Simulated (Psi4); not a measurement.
# BCl3 (boron trichloride): HF-D3M(BJ)/STO-3G (density fitting)

What is the vertical singlet–triplet gap of BCl3 (boron trichloride) at HF-D3M(BJ)/STO-3G (density fitting)? 

The results are computed with Psi4 1.11.

3 further runs of the same task are left out: 3 set aside as unsound or not needed.

**1. The molecule**

The species is BCl3 (4 atoms), meant as a singlet with charge 0. As SMILES, `ClB(Cl)Cl`. Geometry: relaxed at GFN2-xTB.

Bond lengths: B1–Cl2 1.722 Å, B1–Cl3 1.723 Å, B1–Cl4 1.724 Å. Angles: Cl2–B1–Cl3 120.0°, Cl2–B1–Cl4 120.0°, Cl3–B1–Cl4 120.0°.

**2. A single-point energy at HF-D3M(BJ)/STO-3G (density fitting)**

calc.py reads:

```python
import psi4

psi4.set_memory('1600 MB')
psi4.set_num_threads(1)
psi4.core.set_output_file('output.dat', False)

geom = psi4.geometry("""
0 1
B      0.000530     0.000400     0.004030
Cl     1.722160    -0.027500     0.011870
Cl    -0.837250     1.505610    -0.018540
Cl    -0.885440    -1.478510     0.002640
""")

psi4.set_options({
    'basis': 'STO-3G',
})

energy_value, wavefunction = psi4.energy("hf-d3mbj2b", molecule=geom, return_wfn=True)
print(f'hf-d3mbj2b energy: {energy_value:.10f} Eh')
```

The run is started by

```bash
python calc.py
```

output.dat (excerpt; [...] marks lines left out):

```text
[...]
  Running in c1 symmetry.
[...]
  Nuclear repulsion =  232.068676989029029
[...]
  Multiplicity = 1
[...]
  Nalpha       = 28
  Nbeta        = 28
[...]
    Number of basis functions: 32
[...]
   @DF-RHF iter   1: -1388.16429889981669   -8.62573e-01   1.30919e-02 DIIS/ADIIS
[...]
   @DF-RHF iter   6: -1388.31412064819210   -5.55890e-07   8.13970e-07 DIIS
[...]
    Orbital Energies [Eh]
    ---------------------
    Doubly Occupied:
       1A   -103.767557     2A   -103.767182     3A   -103.766701
       4A    -10.446438     5A    -10.446085     6A    -10.445633
       7A     -7.890232     8A     -7.889865     9A     -7.889405
      10A     -7.885284    11A     -7.884914    12A     -7.884537
      13A     -7.884459    14A     -7.884143    15A     -7.883684
      16A     -7.637559    17A     -1.141998    18A     -1.063948
      19A     -1.063497    20A     -0.653367    21A     -0.575123
      22A     -0.575058    23A     -0.531485    24A     -0.444425
      25A     -0.444162    26A     -0.443743    27A     -0.443724
      28A     -0.428027
[...]
  @DF-RHF Final Energy: -1388.31412064819210
   => Energetics <=
    Nuclear Repulsion Energy =            232.0686769890290293
    One-Electron Energy =               -2382.4655885456909346
    Two-Electron Energy =                 762.1705784166865669
    Total Energy =                      -1388.3141206481921017
[...]
 Multipole Moments:
 ------------------------------------------------------------------------------------
     Multipole            Electronic (a.u.)      Nuclear  (a.u.)        Total (a.u.)
 ------------------------------------------------------------------------------------
 L = 1.  Multiply by 2.5417464519 to convert [e a0] to [Debye]
 Dipole X            :          0.0035000           -0.0004256            0.0030744
 Dipole Y            :          0.0024404           -0.0003212            0.0021192
 Dipole Z            :          0.0115183           -0.0032361            0.0082823
 Magnitude           :                                                    0.0090851
[...]
```

On the terminal:

```text
hf-d3mbj2b energy: -1388.3141206482 Eh
```

Run time: 3.3 s. Hardware: 1 thread of AMD EPYC 7B13 (Zen 3), shared host; peak memory 0.2 GiB.

**3. The triplet at the same level**

bcl3.in reads:

```
memory 1.6 GB

molecule m {
  0 3
  B
  Cl 1 1.721874
  Cl 1 1.722801 2 120.02893
  Cl 1 1.723984 2 119.996 3 179.38103
  units angstrom
}

set {
  reference uhf
}

e, wfn = energy('hf-d3mbj2b/STO-3G', return_wfn=True)
print_variables()
```

The run is started by

```bash
psi4 -i bcl3.in -o bcl3.out -n 1
```

bcl3.out:

```text
[...]
  Running in c1 symmetry.
[...]
  Nuclear repulsion =  232.068637666342681
[...]
  Multiplicity = 3
[...]
  Nalpha       = 29
  Nbeta        = 27
[...]
    Number of basis functions: 32
[...]
   @DF-UHF iter   1: -1388.01545490793774   -7.13730e-01   5.83102e-03 ADIIS/DIIS
[...]
   @DF-UHF iter   9: -1388.04739542622519    8.02816e-07   4.51915e-07 DIIS
[...]
   @S^2 Observed:                2.011016914E+00
[...]
    Orbital Energies [Eh]
    ---------------------
    Alpha Occupied:
       1A   -103.788742     2A   -103.787756     3A   -103.786378
       4A    -10.465180     5A    -10.464259     6A    -10.462973
       7A     -7.911211     8A     -7.910243     9A     -7.908903
      10A     -7.905784    11A     -7.904863    12A     -7.903582
      13A     -7.903044    14A     -7.902130    15A     -7.900859
      16A     -7.472544    17A     -1.141650    18A     -1.071886
      19A     -1.070879    20A     -0.662598    21A     -0.574095
      22A     -0.573954    23A     -0.563016    24A     -0.470367
      25A     -0.469494    26A     -0.468145    27A     -0.468044
      28A     -0.464282    29A     -0.198227
    Alpha Virtual:
[...]
  @DF-UHF Final Energy: -1388.04739542622519
   => Energetics <=
    Nuclear Repulsion Energy =            232.0686376663426813
    One-Electron Energy =               -2382.2722789998479129
    Two-Electron Energy =                 762.2440333867559730
    Total Energy =                      -1388.0473954262251937
  UHF NO Occupations:
  HONO-2 :   27  A 1.9961520
  HONO-1 :   28  A 1.0000000
[...]
 Multipole Moments:
 ------------------------------------------------------------------------------------
     Multipole            Electronic (a.u.)      Nuclear  (a.u.)        Total (a.u.)
 ------------------------------------------------------------------------------------
 L = 1.  Multiply by 2.5417464519 to convert [e a0] to [Debye]
 Dipole X            :          0.0012018            0.0032380            0.0044397
 Dipole Y            :          0.0069172           -0.0002876            0.0066296
 Dipole Z            :          0.0095853           -0.0004351            0.0091502
 Magnitude           :                                                    0.0121404
[...]
```

Run time: 3.6 s. Hardware: 1 thread of AMD EPYC 7B13 (Zen 3), shared host; peak memory 0.2 GiB.

**4. What came out**

Level: HF-D3M(BJ)/STO-3G (density fitting).

```
                                        quantity           value
                           singlet: total energy  -1388.31412 Eh
                          singlet: dipole moment          0.02 D
                            singlet: HOMO energy       -11.65 eV
                            singlet: LUMO energy         4.42 eV
                          singlet: HOMO–LUMO gap        16.07 eV
                      singlet: dispersion energy  -230.49 kJ/mol
                           triplet: total energy  -1388.04740 Eh
                          triplet: dipole moment          0.03 D
     triplet: HOMO energy (highest over α and β)        -5.39 eV
      triplet: LUMO energy (lowest over α and β)        -4.08 eV
                      triplet: dispersion energy  -230.49 kJ/mol
                                   triplet: ⟨S²⟩           2.011
vertical energy of the triplet above the singlet        7.258 eV
```

What this shows: At this shape the triplet lies 7.26 eV (700 kJ/mol) above the singlet. In a minimal basis such a difference can be off by several eV, whatever the method.
